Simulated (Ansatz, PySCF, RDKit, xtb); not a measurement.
**Solving SnSiHClF, step by step**

Task: start from the formula SnSiHClF (odd number of electrons), draw up candidate structures, narrow them down in stages, and characterise the one that lies lowest at 298.15 K.

The funnel: GFN2-xTB relaxations, single points with a density functional, relaxations at PBE0-D3(BJ)/def2-SVP, harmonic vibrations, and a last energy at a higher level. All values are calculated.

6 further runs of the same task are left out: 2 that didn't finish, 4 set aside as unsound or not needed.

## Step 1: Candidates

A program enumerates the bonding patterns with one Lewis structure each (two rings at most, one unusual centre or charged pair), with their diastereomers. O–O, O–halogen and N–halogen bonds and N–N–N chains are not drawn. That gives 10 candidates.

```csv
label,SMILES,spin
c097,F/[Si]=[SnH]/[Cl],doublet
c285,[F]/[SnH]=[Si]/Cl,doublet
c349,F/[SiH]=[Sn]/[Cl],doublet
c357,[F]/[SnH]=[Si]\Cl,doublet
c472,F/[SiH]=[Sn]\[Cl],doublet
c530,[F]/[Sn]=[SiH]\Cl,doublet
c559,[F][Sn](=[SiH])[Cl],doublet
c669,F/[Si]=[SnH]\[Cl],doublet
c690,[F]/[Sn]=[SiH]/Cl,doublet
c820,F[Si](Cl)=[SnH],doublet
```

Candidates are built by distance geometry, with a force field where one applies, in up to four conformers (letters a to d). 6 starts with atoms placed at random are added, to find patterns that the rules miss.

## Step 2: Search with GFN2-xTB

All 26 starts are relaxed the same way. One of them, c097b (enumerated, embedded by distance geometry and UFF), in full:

Input file start.xyz:

```xyz
5
c097b
Cl     0.808457     3.062218    -2.856957
F     -2.177340    -1.332098    -1.532810
Si    -0.995243    -0.361837    -1.760947
Sn    -0.924796     1.977920    -2.177047
H     -2.502752     2.731996    -2.096840
```

Launch:

```sh
$ xtb start.xyz --gfn 2 --opt --uhf 1
```

Log, shortened:

```text
* xtb version 6.7.1
[...]
          :  # basis functions                  35          :
[...]
          :  # electrons                        23          :
[...]
          :  Hamiltonian                  GFN2-xTB          :
[...]
          :  net charge                          0          :
          :  unpaired electrons                  1          :
[...]
   *** convergence criteria satisfied after 20 iterations ***
[...]
   *** GEOMETRY OPTIMIZATION CONVERGED AFTER 17 ITERATIONS ***
[...]
   *** convergence criteria satisfied after 3 iterations ***
[...]
         ::                     SUMMARY                     ::
         :::::::::::::::::::::::::::::::::::::::::::::::::::::
         :: total energy             -13.719129819229 Eh    ::
         :: gradient norm              0.000417136645 Eh/a0 ::
         :: HOMO-LUMO gap              0.937400169103 eV    ::
         ::.................................................::
         :: SCC energy               -13.729120128581 Eh    ::
         :: -> isotropic ES            0.008176818514 Eh    ::
         :: -> anisotropic ES         -0.000540345171 Eh    ::
         :: -> anisotropic XC         -0.012889392483 Eh    ::
         :: -> dispersion             -0.004286783758 Eh    ::
         :: repulsion energy           0.009990309353 Eh    ::
         :: add. restraining           0.000000000000 Eh    ::
         :: total charge              -0.000000000000 e     ::
         :::::::::::::::::::::::::::::::::::::::::::::::::::::
[...]
        12        1.0000           -0.3152667              -8.5788 (HOMO)
        13                         -0.2808179              -7.6414 (LUMO)
[...]
     #   Z          covCN         q      C6AA      α(0)
     1  17 Cl       0.802    -0.422   112.830    16.249
     2   9 F        0.704    -0.278    12.081     4.104
     3  14 Si       1.606     0.490   181.997    28.705
     4  50 Sn       2.325     0.373   407.581    41.581
     5   1 H        0.622    -0.163     9.760     5.065
[...]
     #   Z sym  total        # sym  WBO       # sym  WBO       # sym  WBO
 ---------------------------------------------------------------------------
     1  17 Cl   1.016 --     4 Sn   0.952
     2   9 F    1.213 --     3 Si   1.185
     3  14 Si   2.210 --     2 F    1.185     4 Sn   0.797     5 H    0.184
     4  50 Sn   2.531 --     1 Cl   0.952     3 Si   0.797     5 H    0.765
     5   1 H    0.973 --     4 Sn   0.765     3 Si   0.184
 ---------------------------------------------------------------------------
[...]
molecular dipole:
                 x           y           z       tot (Debye)
 q only:       -0.341      -1.761       0.441
   full:       -0.755      -1.298       0.442       3.978
molecular quadrupole (traceless):
[...]
          | TOTAL ENERGY              -13.719129819229 Eh   |
          | GRADIENT NORM               0.000417136645 Eh/α |
          | HOMO-LUMO GAP               0.937400169103 eV   |
           -------------------------------------------------
[...]
```

Wall time 0.24 s (1 thread of Intel Xeon at 2.50GHz (Skylake/Cascade Lake), shared host).

## Step 3: What the search left

26 of the 26 relaxations converged; 13 ended on a minimum already found. 13 distinct structures remain:

```csv
label,start,SMILES after,spin,energy (kcal/mol),note
c349a,drawn and random,[F][SiH][Sn][Cl] ‡,doublet,0.0,
c559a,drawn,F[SiH][Sn][Cl],doublet,2.5,bonds changed
c820a,drawn,F[Si](Cl)=[SnH],doublet,12.7,
c097b,drawn,[F][Si][SnH][Cl] ‡,doublet,13.2,
c669a,drawn,[F][Si][SnH][Cl] ‡,doublet,15.0,
c669b,drawn,[F][Si][SnH][Cl] ‡,doublet,15.0,
c817,random,[F][Sn]1[SiH][Cl]1 ‡,doublet,15.8,
c690a,drawn,[F][Sn][SiH][Cl] ‡,doublet,16.5,
c530a,drawn,[F][Sn][SiH][Cl] ‡,doublet,19.6,
c357a,drawn,[F][SnH][Si][Cl] ‡,doublet,24.5,
c285b,drawn,[F][SnH][Si][Cl] ‡,doublet,25.5,
c026,random,Cl.[F][Sn][Si],doublet,65.0,fell apart
c283,random,Cl.[F][Sn][Si],doublet,70.0,fell apart
```

‡ marks the bonded skeleton alone, with all bonds drawn single: no Lewis structure was assigned that passes a check against the bond lengths.

GFN2-xTB has no spin polarisation, so it can't rank spin states and is rough for open shells.

## Step 4: Single points on the low minima

A choice of the minima (the low ones first, few conformers of a pattern, up to a cap) and the lowest that fell apart get a single point at r2SCAN-D4/def2-SVP on the tight-binding geometry, and one at HF/STO-3G for comparison. The first, c349a:

Input file input.yaml:

```yaml
crystal:
  periodic: [false, false, false]
  atoms:
    - symbol: Cl
      position_ang: [1.115447, 2.774379, -3.057632]
    - symbol: F
      position_ang: [-2.847355, -0.002312, -1.102463]
    - symbol: Si
      position_ang: [-1.843852, 0.788613, -2.129555]
    - symbol: Sn
      position_ang: [0.183173, 1.875885, -1.057999]
    - symbol: H
      position_ang: [-2.647161, 0.481914, -3.324241]
basis:
  gaussian: {orbitals: def2-SVP}
magnetization: {spin_polarized: true, initial_magnetization: 1}
hamiltonian: {xc: r2scan, dispersion: d4}
scf: {lower_state_search: "off"}
output: {orbitals: {seedname: orbitals}}
```

Launch:

```sh
$ ansatz run input.yaml --threads 1 --pin off --max-ram 2610MiB --events-out events.jsonl --progress --plain --runs-dir runs
```

Log, shortened:

```text
Warning: RAYON_NUM_THREADS=1 ignored (pool sized by the plan → 1); use --threads N
Functional definition: r2SCAN
  name "r2SCAN"
[...]
888 factors; their error is unknown
[...]
mean field -28957.42911997 eV, -1064.1658921083 hartree, gradient 2.8e-6 eV, S^2 0.757441; 0 other end points of the search recorded, 0 dependent functions left out
reference -28957.42913145 eV, -1064.1658925303 hartree; 32, 31 occupied and 49, 50 virtual orbitals, 888 factors
Total energy: -28957.46329472 eV, -1064.1671480073 hartree
Checks for a lower state left out: stability, starts, cluster_reference, orbital_swaps, neighbouring_geometries, increment
```

It took 8.4 s on 1 thread of Intel Xeon at 2.50GHz (Skylake/Cascade Lake), shared host.

Relative energies in kcal/mol, each column from its lowest structure that stays in one piece:

```csv
label,SMILES,spin,GFN2-xTB,HF/STO-3G,r2SCAN-D4/def2-SVP
c349a,[F][SiH][Sn][Cl] ‡,doublet,0.0,0.0,0.0
c820a,F[Si](Cl)=[SnH],doublet,12.7,14.1,1.2
c559a,F[SiH][Sn][Cl],doublet,2.5,3.4,2.3
c690a,[F][Sn][SiH][Cl] ‡,doublet,16.5,21.4,13.5
c530a,[F][Sn][SiH][Cl] ‡,doublet,19.6,23.8,15.2
c817,[F][Sn]1[SiH][Cl]1 ‡,doublet,15.8,23.1,20.2
c097b,[F][Si][SnH][Cl] ‡,doublet,13.2,20.7,26.8
c669a,[F][Si][SnH][Cl] ‡,doublet,15.0,71.0,41.8
c669b,[F][Si][SnH][Cl] ‡,doublet,15.0,66.9,42.2
c285b,[F][SnH][Si][Cl] ‡,doublet,25.5,62.2,45.8
c357a,[F][SnH][Si][Cl] ‡,doublet,24.5,101.5,61.7
c026,Cl.[F][Sn][Si],doublet,65.0,114.7,69.9
```

‡ marks the bonded skeleton alone, with all bonds drawn single: no Lewis structure was assigned that passes a check against the bond lengths.

## Step 5: A second chance for lost patterns

Some ordinary bonding patterns rearranged or fell apart under GFN2-xTB. Their starts are relaxed at r2SCAN-D4/def2-SVP instead (label ending in r). The first, c559ar:

Input file input.yaml:

```yaml
crystal:
  periodic: [false, false, false]
  atoms:
    - symbol: Cl
      position_ang: [1.223956, 0.285173, -3.348857]
    - symbol: F
      position_ang: [-2.015781, -0.845869, -1.883161]
    - symbol: Si
      position_ang: [-1.523360, 2.803677, -1.897970]
    - symbol: Sn
      position_ang: [-0.839427, 0.651506, -2.308672]
    - symbol: H
      position_ang: [-2.836879, 3.055579, -1.220080]
basis:
  gaussian:
    orbitals: def2-SVP
magnetization:
  spin_polarized: true
  initial_magnetization: 1
hamiltonian:
  xc: {name: r2SCAN}
  dispersion: d4
relax:
  f_tol: 0.01
output: {orbitals: {seedname: orbitals}}
```

Launch:

```sh
$ ansatz run input.yaml --threads 1 --pin off --max-ram 2610MiB --events-out events.jsonl --progress --plain --runs-dir runs
```

Log, shortened:

```text
Warning: RAYON_NUM_THREADS=1 ignored (pool sized by the plan → 1); use --threads N
[...]
Functional definition: r2SCAN
  name "r2SCAN"
[...]
888 factors; their error is unknown
[...]
mean field -28955.06655321 eV, -1064.0790693813 hartree, gradient 4.8e-6 eV, S^2 0.760138; 5 other end points of the search recorded, 0 dependent functions left out
[...]
reference -28955.06656537 eV, -1064.0790698282 hartree; 32, 31 occupied and 49, 50 virtual orbitals, 888 factors
relax step   1: F+E_penalty+E_count = -28955.10016490 eV  Δ(F+E_penalty+E_count) = +0.000e0 eV  max|allowed force component| = 4.150e0 eV/Å  Δτ_max = 0.0000 Å  (97 SCF iters, accepted)
[...]
relax step   4: F+E_penalty+E_count = -28956.14997367 eV  Δ(F+E_penalty+E_count) = -5.981e-2 eV  max|allowed force component| = 5.122e-1 eV/Å  Δτ_max = 0.1934 Å  (46 SCF iters, accepted)
[...]
relax step  13: F+E_penalty+E_count = -28956.18667733 eV  Δ(F+E_penalty+E_count) = -3.360e-5 eV  max|allowed force component| = 3.128e-4 eV/Å  Δτ_max = 0.0017 Å  (33 SCF iters, accepted)
888 factors; their error is unknown
[...]
mean field -28956.15345084 eV, -1064.1190121328 hartree, gradient 1.6e-5 eV, S^2 0.757172; 1 other end points of the search recorded, 0 dependent functions left out
[...]
reference -28956.15346308 eV, -1064.1190125824 hartree; 32, 31 occupied and 49, 50 virtual orbitals, 888 factors
Total energy: -28956.18668956 eV, -1064.1202336332 hartree
Atom 0 at     1.056778    -0.052569    -3.285979 Å, force    -0.000196     0.000007     0.000123 eV/Å
Atom 1 at    -1.852991    -0.757207    -1.930072 Å, force     0.000134     0.000093    -0.000003 eV/Å
Atom 2 at    -1.537448     3.295270    -1.847728 Å, force    -0.000096    -0.000200     0.000099 eV/Å
Atom 3 at    -0.873122     0.881978    -2.305428 Å, force     0.000313    -0.000205    -0.000290 eV/Å
Atom 4 at    -2.784708     2.582595    -1.289533 Å, force    -0.000155     0.000306     0.000069 eV/Å
Dipole moment:    -0.096224     0.414282     0.070290 e Å
```

Run time: 3.5 min. Hardware: 1 thread of Intel Xeon at 2.50GHz (Skylake/Cascade Lake), shared host.

Energies at r2SCAN-D4/def2-SVP after that relaxation, from the lowest structure of the screen (which was not relaxed at this level):

```csv
label,SMILES,spin,energy (kcal/mol)
c559ar,[F][Sn]([SiH])[Cl] ‡,doublet,29.4
```

‡ marks the bonded skeleton alone, with all bonds drawn single: no Lewis structure was assigned that passes a check against the bond lengths.

## Step 6: Relaxing the best candidates

5 candidates are relaxed at PBE0-D3(BJ)/def2-SVP (chosen among the lowest in one piece). The first, c349a:

Input file input.yaml:

```yaml
basis:
  gaussian:
    orbitals: def2-SVP
crystal:
  periodic: [false, false, false]
  atoms:
    - symbol: Cl
      position_ang: [1.115447, 2.774379, -3.057632]
    - symbol: F
      position_ang: [-2.847355, -0.002312, -1.102463]
    - symbol: Si
      position_ang: [-1.843852, 0.788613, -2.129555]
    - symbol: Sn
      position_ang: [0.183173, 1.875885, -1.057999]
    - symbol: H
      position_ang: [-2.647161, 0.481914, -3.324241]
magnetization:
  spin_polarized: true
  initial_magnetization: 1
hamiltonian:
  xc: {name: PBE0}
  dispersion: d3bj
relax:
  f_tol: 0.003
```

Launch:

```sh
$ ansatz run input.yaml --threads 1 --pin off --max-ram 2610MiB --events-out events.jsonl --progress --plain --runs-dir runs
```

Log, shortened:

```text
Warning: RAYON_NUM_THREADS=1 ignored (pool sized by the plan → 1); use --threads N
[...]
Functional definition: PBE0
  name "PBE0"
[...]
905 factors; integrals over basis functions are off by at most 3.7e-4 eV
[...]
mean field -28947.95880610 eV, -1063.8178644929 hartree, gradient 6.1e-5 eV, S^2 0.754780; 0 other end points of the search recorded, 0 dependent functions left out
[...]
reference -28947.95883093 eV, -1063.8178654053 hartree; 32, 31 occupied and 49, 50 virtual orbitals, 905 factors
relax step   1: F+E_penalty+E_count = -28948.09960560 eV  Δ(F+E_penalty+E_count) = +0.000e0 eV  max|allowed force component| = 9.035e-1 eV/Å  Δτ_max = 0.0000 Å  (29 SCF iters, accepted)
[...]
relax step   3: F+E_penalty+E_count = -28948.22361643 eV  Δ(F+E_penalty+E_count) = -4.107e-2 eV  max|allowed force component| = 6.119e-1 eV/Å  Δτ_max = 0.1835 Å  (32 SCF iters, accepted)
[...]
905 factors; integrals over basis functions are off by at most 4.7e-4 eV
mean field -28948.15317896 eV, -1063.8250075639 hartree, gradient 2.2e-5 eV, S^2 0.754767; 1 other end points of the search recorded, 0 dependent functions left out
[...]
reference -28948.15320342 eV, -1063.8250084626 hartree; 32, 31 occupied and 49, 50 virtual orbitals, 905 factors
Total energy: -28948.30132845 eV, -1063.8304519571 hartree
Atom 0 at     0.641141     2.510203    -3.239359 Å, force     0.000181     0.000135     0.000061 eV/Å
Atom 1 at    -2.939779    -0.049835    -1.155437 Å, force    -0.001273    -0.000839     0.000277 eV/Å
Atom 2 at    -1.796667     0.790255    -1.962974 Å, force     0.001870     0.001242     0.000090 eV/Å
Atom 3 at     0.267674     1.903630    -0.910884 Å, force    -0.000673    -0.000354    -0.000736 eV/Å
Atom 4 at    -2.212116     0.764226    -3.403236 Å, force    -0.000105    -0.000185     0.000308 eV/Å
Dipole moment:     0.013447    -0.051027     0.369202 e Å
```

Run time: 1.9 min. Hardware: 1 thread of Intel Xeon at 2.50GHz (Skylake/Cascade Lake), shared host.

Energy change by step (eV): 0.0000, -0.0829, -0.1240, -0.1562, -0.1838, -0.1976, -0.2011, -0.2017, -0.2017, -0.2017.

After the run. Bond lengths: F2–Si3 1.632 Å, Cl1–Sn4 2.435 Å, Si3–Sn4 2.571 Å, Si3–H5 1.499 Å. Angles: F2–Si3–Sn4 125.6°, Cl1–Sn4–Si3 80.8°, F2–Si3–H5 105.8°, Sn4–Si3–H5 128.6°.

## Step 7: After refinement

```csv
label,spin,r2SCAN-D4/def2-SVP (kcal/mol),"PBE0-D3(BJ)/def2-SVP, relaxed (kcal/mol)",time
c349a,doublet,0.0,0.0,1.9 min
c559a,doublet,2.3,2.3,2.1 min
c820a,doublet,1.2,3.9,97 s
c690a,doublet,13.5,15.2,2.1 min
c530a,doublet,15.2,16.5,100 s
```

c349a: Bond lengths: F2–Si3 1.632 Å, Cl1–Sn4 2.435 Å, Si3–Sn4 2.571 Å, Si3–H5 1.499 Å. Angles: F2–Si3–Sn4 125.6°, Cl1–Sn4–Si3 80.8°, F2–Si3–H5 105.8°, Sn4–Si3–H5 128.6°.

c559a: Bond lengths: F2–Si3 1.626 Å, Cl1–Sn4 2.409 Å, Si3–Sn4 2.590 Å, Si3–H5 1.504 Å. Angles: F2–Si3–Sn4 125.5°, Cl1–Sn4–Si3 90.1°, F2–Si3–H5 105.1°, Sn4–Si3–H5 129.4°.

c820a: Bond lengths: Cl1–Si3 2.061 Å, F2–Si3 1.621 Å, Si3–Sn4 2.560 Å, Sn4–H5 1.784 Å. Angles: Cl1–Si3–F2 104.1°, Cl1–Si3–Sn4 127.6°, F2–Si3–Sn4 128.3°, Si3–Sn4–H5 80.2°.

c690a: Bond lengths: Cl1–Si3 2.076 Å, F2–Sn4 1.975 Å, Si3–Sn4 2.601 Å, Si3–H5 1.499 Å. Angles: Cl1–Si3–Sn4 124.0°, F2–Sn4–Si3 85.7°, Cl1–Si3–H5 106.7°, Sn4–Si3–H5 129.4°.

## Step 8: Are they minima? Harmonic frequencies

The lowest few in one piece go on as finalists (c690a, c530a drop out). Harmonic vibrations at PBE0-D3(BJ)/def2-SVP test each finalist and give the zero-point energy and the thermal terms. The first, c349a:

Input file input.yaml:

```yaml
crystal:
  periodic: [false, false, false]
  atoms:
    - {symbol: Cl, position_ang: [0.641141, 2.510203, -3.239359]}
    - {symbol: F, position_ang: [-2.939779, -0.049835, -1.155437]}
    - {symbol: Si, position_ang: [-1.796667, 0.790255, -1.962974]}
    - {symbol: Sn, position_ang: [0.267674, 1.903630, -0.910884]}
    - {symbol: H, position_ang: [-2.212116, 0.764226, -3.403236]}
basis:
  gaussian:
    orbitals: def2-SVP
total_charge: 0
magnetization:
  spin_polarized: true
  initial_magnetization: 1
hamiltonian:
  xc: {name: PBE0}
  dispersion: d3bj
scf:
  lower_state_search: "off"
phonons: {}
```

Launch:

```sh
$ ansatz run input.yaml --threads 1 --pin off --max-ram 2610MiB --events-out events.jsonl --progress --plain --runs-dir runs
```

Log, shortened:

```text
Warning: RAYON_NUM_THREADS=1 ignored (pool sized by the plan → 1); use --threads N
Functional definition: PBE0
  name "PBE0"
[...]
908 factors; integrals over basis functions are off by at most 2.8e-4 eV
[...]
mean field -28948.15320698 eV, -1063.8250085934 hartree, gradient 5.3e-6 eV, S^2 0.754767; 0 other end points of the search recorded, 0 dependent functions left out
[...]
reference -28948.15323128 eV, -1063.8250094867 hartree; 32, 31 occupied and 49, 50 virtual orbitals, 908 factors
[...]
908 factors; integrals over basis functions are off by at most 2.8e-4 eV
mean field -28948.15322703 eV, -1063.8250093305 hartree, gradient 1.6e-6 eV, S^2 0.754767; 0 other end points of the search recorded, 0 dependent functions left out
[...]
reference -28948.15325134 eV, -1063.8250102238 hartree; 32, 31 occupied and 49, 50 virtual orbitals, 908 factors
[...]
908 factors; integrals over basis functions are off by at most 2.8e-4 eV
[...]
mean field -28948.15315940 eV, -1063.8250068448 hartree, gradient 2.0e-6 eV, S^2 0.754766; 0 other end points of the search recorded, 0 dependent functions left out
[...]
reference -28948.15318371 eV, -1063.8250077383 hartree; 32, 31 occupied and 49, 50 virtual orbitals, 908 factors
Total energy: -28948.30135632 eV, -1063.8304529813 hartree
Atom 0 at     0.641141     2.510203    -3.239359 Å, force     0.000111     0.000127    -0.000157 eV/Å
Atom 1 at    -2.939779    -0.049835    -1.155437 Å, force    -0.001195    -0.000757     0.000069 eV/Å
Atom 2 at    -1.796667     0.790255    -1.962974 Å, force     0.001801     0.001167     0.000297 eV/Å
Atom 3 at     0.267674     1.903630    -0.910884 Å, force    -0.000613    -0.000356    -0.000496 eV/Å
Atom 4 at    -2.212116     0.764226    -3.403236 Å, force    -0.000103    -0.000181     0.000287 eV/Å
Dipole moment:     0.013448    -0.051026     0.369207 e Å
Vibrations: 73.42 92.09 154.28 218.74 324.52 335.56 789.75 884.20 2200.92 cm⁻¹, zero-point energy 0.314516 eV
Checks for a lower state left out: stability, starts, cluster_reference, orbital_swaps, neighbouring_geometries, increment
```

Run time: 3.6 min. Hardware: 1 thread of Intel Xeon at 2.50GHz (Skylake/Cascade Lake), shared host.

## Step 9: Thermal terms of the finalists

At 298.15 K and 1 atm, ideal gas, rigid rotor and harmonic oscillator:

```csv
label,SMILES,spin,point group,lowest mode (cm⁻¹),zero-point (kcal/mol),G − E (kcal/mol)
c349a,[F][SiH][Sn][Cl] ‡,doublet,Cs,73,7.3,-14.1
c559a,F[SiH][Sn][Cl],doublet,Cs,60,7.2,-14.3
c820a,[F][Si]([Cl])[SnH] ‡,doublet,Cs,86,6.5,-14.7
```

‡ marks the bonded skeleton alone, with all bonds drawn single: no Lewis structure was assigned that passes a check against the bond lengths.

## Step 10: The final energy

Each finalist gets a single point at CCSD(T)/def2-SVP + MP2/def2-TZVPP - MP2/def2-SVP.

c349a, CCSD(T)/def2-SVP:

Edit input.yaml of step 8 so:

```diff
@@ -9,13 +9,5 @@
 basis:
-  gaussian:
-    orbitals: def2-SVP
-total_charge: 0
-magnetization:
-  spin_polarized: true
-  initial_magnetization: 1
-hamiltonian:
-  xc: {name: PBE0}
-  dispersion: d3bj
-scf:
-  lower_state_search: "off"
-phonons: {}
+  gaussian: {orbitals: def2-SVP}
+magnetization: {spin_polarized: true, initial_magnetization: 1}
+correlation: {method: ccsd_t, frozen_orbitals: {Cl: 5, H: 0, Si: 5, F: 1, Sn: 4}}
+scf: {omitted_lower_state_checks: [cluster_reference]}
```

Launch:

```sh
$ ansatz run input.yaml --threads 1 --pin off --max-ram 2610MiB --events-out events.jsonl --progress --plain --runs-dir runs
```

Log, shortened:

```text
Warning: RAYON_NUM_THREADS=1 ignored (pool sized by the plan → 1); use --threads N
Functional definition: HF
  name "HF"
[...]
848 factors; integrals over basis functions are off by at most 1.1e-3 eV
[...]
mean field -28886.27005053 eV, -1061.5508445400 hartree, gradient 1.5e-6 eV, S^2 0.767078; 4 other end points of the search recorded, 0 dependent functions left out
15 core orbitals not correlated: weight in the atoms' cores, before any rotation towards them, 1.000 or more for the frozen orbitals, at most 0.000 for the correlated occupied ones
reference -28886.27005053 eV, -1061.5508445400 hartree; 17, 16 occupied and 49, 50 virtual orbitals, 848 factors
second order -13.13652001 eV of doubles, -0.00000000 eV of singles
cycle   1  -13.69011586 eV  change   -5.5e-1 eV  update   1.1e-1
[...]
cycle  12  -14.16770363 eV  change   -1.6e-5 eV  update   2.4e-5
perturbative correction -0.37451413 eV, -0.0137631404 hartree
Total energy: -28900.81226829 eV, -1062.0852611855 hartree
Checks for a lower state left out: cluster_reference
```

It took 39 s on 1 thread of Intel Xeon at 2.50GHz (Skylake/Cascade Lake), shared host; peak memory 0.47 GiB.

[end of part 1 of 2]
